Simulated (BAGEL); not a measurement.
**[BF4]− (tetrafluoroborate): HF/6-31G(d) (density fitting with qzvpp-jkfit, spherical functions)**

What is the energy change on altering one bond length of [BF4]− (tetrafluoroborate) at HF/6-31G* (density fitting with qzvpp-jkfit, spherical functions)? 

The calculation is run with BAGEL 1.2.2.

2 further runs of the same task are left out: 2 that didn't finish. Runs told in other sessions of the task aren't counted.

### 1 Starting point

[BF4]− has 5 atoms, charge -1, and is taken as a singlet. SMILES: `F[B-](F)(F)F`. The shape is that of a PBE0-D4/def2-TZVPD optimisation.

Bond lengths: F1–B2 1.406 Å, B2–F3 1.406 Å, B2–F4 1.406 Å, B2–F5 1.406 Å. Angles: F1–B2–F3 109.5°, F1–B2–F4 109.5°, F1–B2–F5 109.5°, F3–B2–F4 109.5°, F3–B2–F5 109.5°, F4–B2–F5 109.5°.

### 2 A single-point energy at HF/6-31G(d) (density fitting with qzvpp-jkfit, spherical functions)

hf.json reads:

```json
{ "bagel" : [

{
  "title" : "molecule",
  "basis" : "6-31gs.json",
  "df_basis" : "qzvpp-jkfit",
  "angstrom" : "true",
  "geometry" : [
    { "atom" : "F", "xyz" : [      -0.057100,      -0.040200,       1.404000 ] },
    { "atom" : "B", "xyz" : [       0.000000,       0.000000,       0.000100 ] },
    { "atom" : "F", "xyz" : [       0.948900,      -0.931000,      -0.457200 ] },
    { "atom" : "F", "xyz" : [      -1.262500,      -0.319100,      -0.529700 ] },
    { "atom" : "F", "xyz" : [       0.370700,       1.290300,      -0.417200 ] }
  ]
},

{
  "title" : "hf",
  "charge" : -1
},

{
  "title" : "print",
  "file" : "orbitals.molden",
  "orbitals" : "true"
}

]}
```

The basis set 6-31G* is read from a file made from the Basis Set Exchange's data (not shown).

Launch:

```console
BAGEL_NUM_THREADS=1 BAGEL hf.json > hf.out
```

Standard output:

```text
* using 1 threads per process

  ===============================================================
  ===============================================================

  *** Geometry ***

  { "atom" : "F", "xyz" : [     -0.107903,     -0.075967,      2.653175 ] },
  { "atom" : "B", "xyz" : [      0.000000,      0.000000,      0.000189 ] },
  { "atom" : "F", "xyz" : [      1.793161,     -1.759335,     -0.863983 ] },
  { "atom" : "F", "xyz" : [     -2.385779,     -0.603012,     -1.000988 ] },
  { "atom" : "F", "xyz" : [      0.700521,      2.438314,     -0.788394 ] },

  Number of auxiliary basis functions:      383

  Since a DF basis is specified, we compute 2- and 3-index integrals:
    o Being stored without compression. Storage requirement is 0.015 GB

  Number of basis functions:       70
  Number of electrons      :       41

    * METHOD: MOLECULE                             0.09

  *** RHF ***

  === Nuclear Repulsion ===
   179.7866690649

      * DIIS with orbital gradients will be used.

  === RHF iteration (6-31gs.json) ===
      0       -422.43057369          0.02793130           0.03
      1       -422.63494384          0.01658997           0.03
      2       -422.71855125          0.00085882           0.03
      3       -422.71892946          0.00013456           0.02
      4       -422.71893820          0.00002207           0.02
      5       -422.71893858          0.00000322           0.03
      6       -422.71893858          0.00000062           0.03
      7       -422.71893858          0.00000010           0.02
      8       -422.71893858          0.00000004           0.03
      9       -422.71893858          0.00000000           0.03
    * SCF iteration converged.

    * Permanent dipole moment:
           (   -0.000020,     0.000041,    -0.000530) a.u.

    * METHOD: HF                                   0.33

    * METHOD: PRINT                                0.01

  ===============================================================
```

Run time: 0.58 s. Hardware: 1 thread of Intel Xeon 6975P-C (Granite Rapids), shared host; peak memory 0.083 GiB.

### 3 The distorted shape, same level

input.json reads:

```json
{ "bagel": [

{
  "title": "molecule",
  "basis": "6-31gs.json",
  "df_basis": "qzvpp-jkfit",
  "angstrom": true,
  "geometry": [
    { "atom": "F", "xyz": [   -0.085652,   -0.060301,    2.105996 ] },
    { "atom": "B", "xyz": [    0.000000,    0.000000,    0.000100 ] },
    { "atom": "F", "xyz": [    0.948900,   -0.931000,   -0.457200 ] },
    { "atom": "F", "xyz": [   -1.262500,   -0.319100,   -0.529700 ] },
    { "atom": "F", "xyz": [    0.370700,    1.290300,   -0.417200 ] }
  ]
},
{
  "title": "hf",
  "charge": -1
},
{
  "title": "print",
  "file": "orbitals.molden",
  "orbitals": true
}

]}
```

The basis set 6-31G* is read from a file made from the Basis Set Exchange's data (not shown).

Launch:

```console
BAGEL_NUM_THREADS=1 BAGEL input.json > input.out
```

Standard output:

```text
* using 1 threads per process

  ===============================================================
  ===============================================================

  *** Geometry ***

  { "atom" : "F", "xyz" : [     -0.161859,     -0.113952,      3.979756 ] },
  { "atom" : "B", "xyz" : [      0.000000,      0.000000,      0.000189 ] },
  { "atom" : "F", "xyz" : [      1.793161,     -1.759335,     -0.863983 ] },
  { "atom" : "F", "xyz" : [     -2.385779,     -0.603012,     -1.000988 ] },
  { "atom" : "F", "xyz" : [      0.700521,      2.438314,     -0.788394 ] },

  Number of auxiliary basis functions:      383

  Since a DF basis is specified, we compute 2- and 3-index integrals:
    o Being stored without compression. Storage requirement is 0.015 GB

  Number of basis functions:       70
  Number of electrons      :       41

    * METHOD: MOLECULE                             0.09

  *** RHF ***

  === Nuclear Repulsion ===
   162.4951898607

      * DIIS with orbital gradients will be used.

  === RHF iteration (6-31gs.json) ===
      0       -422.25994712          0.03059415           0.02
      1       -422.47631628          0.02044047           0.03
      2       -422.61542579          0.00124877           0.03
      3       -422.61608140          0.00054584           0.02
      4       -422.61622764          0.00010817           0.02
      5       -422.61623495          0.00003042           0.03
      6       -422.61623606          0.00001232           0.03
      7       -422.61623625          0.00000203           0.02
      8       -422.61623626          0.00000082           0.02
      9       -422.61623626          0.00000026           0.02
     10       -422.61623626          0.00000007           0.03
     11       -422.61623626          0.00000002           0.02
     12       -422.61623626          0.00000000           0.02
    * SCF iteration converged.

    * Permanent dipole moment:
           (   -0.052843,    -0.037142,     1.298164) a.u.

    * METHOD: HF                                   0.38

    * METHOD: PRINT                                0.01

  ===============================================================
```

Run time: 0.63 s. Hardware: 1 thread of Intel Xeon 6975P-C (Granite Rapids), shared host; peak memory 0.082 GiB.

### 4 Results

Level: HF/6-31G* (density fitting with qzvpp-jkfit, spherical functions).

| quantity | value |
| --- | --- |
| first shape: total energy | -422.71894 Eh |
| first shape: HOMO energy | -9.60 eV |
| first shape: LUMO energy | 17.18 eV |
| first shape: HOMO–LUMO gap (to an unbound level, set by the basis) | 26.78 eV |
| distorted shape: total energy | -422.61624 Eh |
| distorted shape: HOMO energy | -7.29 eV |
| distorted shape: LUMO energy | 11.23 eV |
| distorted shape: HOMO–LUMO gap (to an unbound level, set by the basis) | 18.52 eV |
| energy change with the F1–B2 bond stretched from 1.406 to 2.108 Å | 2.795 eV |

In words: With the F1–B2 bond stretched from 1.406 to 2.108 Å the energy rises by 2.79 eV (270 kJ/mol). The first shape isn't relaxed at this level, so the change isn't measured from a minimum.
